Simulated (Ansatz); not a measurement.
# BrH4InN2: small, medium and large basis sets

The task here is to estimate one member of a computed series from the others.

Program: Ansatz 0.2.0, Gaussian basis. Level of theory: one geometry, several basis sets. These are calculated values, not measurements.

Plan: PBE0-D4/def2-SVP; ωB97M-V/def2-SVP; PBE0-D4/def2-QZVPP; ωB97M-V/def2-QZVPP; the functionals' def2-TZVPP values are taken from earlier runs.

### The geometry

The geometry comes from an earlier relaxation with PBE0-D4 in a triple-zeta def2 set; it is a stationary point, not always the lowest conformer. In takes the def2 core potential; no spin-orbit term is included.

SMILES `[NH2][In]([NH2])[Br]`, 8 atoms, charge 0, spin multiplicity 1.

Atoms are counted from 1 here; the program's logs count them from 0.

Bond lengths: N1–In2 2.010 Å, N1–H5 1.010 Å, N1–H6 1.010 Å, In2–N3 2.010 Å, In2–Br4 2.474 Å, N3–H7 1.010 Å, N3–H8 1.010 Å. Angles: In2–N1–H5 114.7°, In2–N1–H6 117.0°, H5–N1–H6 109.1°, N1–In2–N3 127.7°, N1–In2–Br4 115.6°, N3–In2–Br4 115.6°, In2–N3–H7 114.7°, In2–N3–H8 117.0°, H7–N3–H8 109.1°.

The first run:

Input file in.yaml:

```yaml
crystal:
  periodic: [false, false, false]
  atoms:
    - {symbol: N, position_ang: [-0.806918, 1.671640, 0.052364]}
    - {symbol: In, position_ang: [-0.187457, -0.199516, -0.342154]}
    - {symbol: N, position_ang: [0.818531, -1.443164, 0.875185]}
    - {symbol: Br, position_ang: [-1.147923, -1.237115, -2.372700]}
    - {symbol: H, position_ang: [-1.123111, 2.190585, -0.754911]}
    - {symbol: H, position_ang: [-0.188237, 2.254429, 0.598480]}
    - {symbol: H, position_ang: [1.200058, -2.261222, 0.421102]}
    - {symbol: H, position_ang: [1.527158, -1.032736, 1.466835]}
basis:
  gaussian: {orbitals: def2-SVP}
hamiltonian: {xc: pbe0, dispersion: d4}
output: {orbitals: {seedname: orbitals}}
```

Steps of the session up to this table: PBE0-D4 in def2-SVP; ωB97M-V in def2-SVP; PBE0-D4 in def2-QZVPP; ωB97M-V in def2-QZVPP.

One table of the session follows, with a row left open; its other results are not shown here.

It belongs to the step «Density functionals: the series». 

| functional | basis | HOMO (eV) |
| --- | --- | --- |
| PBE0-D4 | def2-SVP | -7.05 |
| PBE0-D4 | def2-TZVPP | -7.34 |
| PBE0-D4 | def2-QZVPP | -7.40 |
| ωB97M-V | def2-SVP | -9.36 |
| ωB97M-V | def2-TZVPP | ? |
| ωB97M-V | def2-QZVPP | -9.73 |

Q: Estimate the row for ωB97M-V, def2-TZVPP from the others.

As computed: HOMO (eV): -9.67. In the column «HOMO (eV)» it lies between ωB97M-V, def2-QZVPP (-9.73) and ωB97M-V, def2-SVP (-9.36).
